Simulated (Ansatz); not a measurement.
# CsK2AlF6: the cost of one run

Computed with Ansatz 0.2.0 (DFT PBEsol, scalar-relativistic, plane waves, PAW, unless a step's input says otherwise).

3 further runs of the same task are left out: 3 set aside as unsound or not needed.

## 1. Starting point

The structure is cubic, space group Fm-3m (No. 225). Conventional cell: a = 9.067 Å, b = 9.067 Å, c = 9.067 Å, α = 90.00°, β = 90.00°, γ = 90.00°. K (site symmetry -43m) has 12 F at 3.24 Å as nearest neighbours. Cs (site symmetry m-3m) is surrounded by 6 F at 2.72 Å. Al (site symmetry m-3m) has 6 F at 1.82 Å as nearest neighbours. F (site symmetry 4mm) has 1 Al at 1.82 Å as nearest neighbours.

As a file:

```cif
data_structure
_symmetry_space_group_name_H-M 'Fm-3m'
_symmetry_Int_Tables_number 225
_cell_length_a 9.0667
_cell_length_b 9.0667
_cell_length_c 9.0667
_cell_angle_alpha 90.000
_cell_angle_beta 90.000
_cell_angle_gamma 90.000
_cell_volume 745.34
loop_
_atom_site_label
_atom_site_type_symbol
_atom_site_symmetry_multiplicity
_atom_site_Wyckoff_symbol
_atom_site_fract_x
_atom_site_fract_y
_atom_site_fract_z
_atom_site_occupancy
K1 K 8 c 0.25000 0.25000 0.75000 1
Cs1 Cs 4 b 0.50000 0.00000 0.00000 1
Al1 Al 4 a 0.00000 0.00000 0.00000 1
F1 F 24 e 0.20049 0.00000 0.00000 1
```

It goes back to an entry of the Materials Project, which need not be the stable form.

It is the result of an earlier relaxation at this level (volume 18.63 Å³/atom; gap on the mesh: 5.77 eV).

## 2. The reference cell

Reference values: F = -13958.9966 eV; pressure -0.02 GPa; largest force 0.000 eV/Å; gap on the mesh 5.77 eV. It was computed beforehand with the settings of the runs below.

## 3. The disturbance

The atoms are moved along a mode of 105i cm⁻¹:

```
atom  ux (Å)  uy (Å)  uz (Å)
  K1   0.000   0.000   0.000
  K2   0.000   0.000   0.000
 Cs3   0.000   0.000   0.000
 Al4   0.000   0.000   0.000
  F5   0.000   0.150   0.000
  F6   0.000   0.000   0.000
  F7   0.000  -0.150   0.000
  F8  -0.150   0.000   0.000
  F9   0.150   0.000   0.000
 F10   0.000   0.000   0.000
```

## 4. Relaxing from there

input.yaml reads:

```yaml
crystal:
  lattice:
    - [0.0, 4.533373394, 4.533373394]
    - [4.533373394, 0.0, 4.533373394]
    - [4.533373394, 4.533373394, 0.0]
  atoms:
    - { symbol: K, position: [0.75, 0.75, 0.75] }
    - { symbol: K, position: [0.25, 0.25, 0.25] }
    - { symbol: Cs, position: [0.5, 0.5, 0.5] }
    - { symbol: Al, position: [0.0, 0.0, 0.0] }
    - { symbol: F, position: [0.8160573749, 0.1839426251, 0.2170305679] }
    - { symbol: F, position: [0.2004865965, 0.2004865965, 0.7995134035] }
    - { symbol: F, position: [0.1839426251, 0.8160573749, 0.7829694321] }
    - { symbol: F, position: [0.2170305679, 0.7829694321, 0.1839426251] }
    - { symbol: F, position: [0.7829694321, 0.2170305679, 0.8160573749] }
    - { symbol: F, position: [0.7995134035, 0.7995134035, 0.2004865965] }
basis:
  ecutwfc: 420
kpoints:
  mp_grid: { grid: [6, 6, 6] }
hamiltonian:
  xc: pbesol
scf:
  occupations: { method: gaussian, width: 0.05 }
output:
  forces: true
  stress: true
  eigenvalues: true
relax:
  adjacent_minimum: "off"
  f_tol: 0.008
  max_steps: 80
  cell: { stress_tol: 0.08 }
```

The run is started by

```bash
ansatz run input.yaml --threads 2 --pin off --max-ram 5120MiB --backend cpu --events-out ev --progress --plain --runs-dir out
```

What time and memory should one allow on 2 threads of Intel Xeon at 2.60GHz (Ice Lake), shared host?

About 79 s, with a peak of 0.68 GiB.
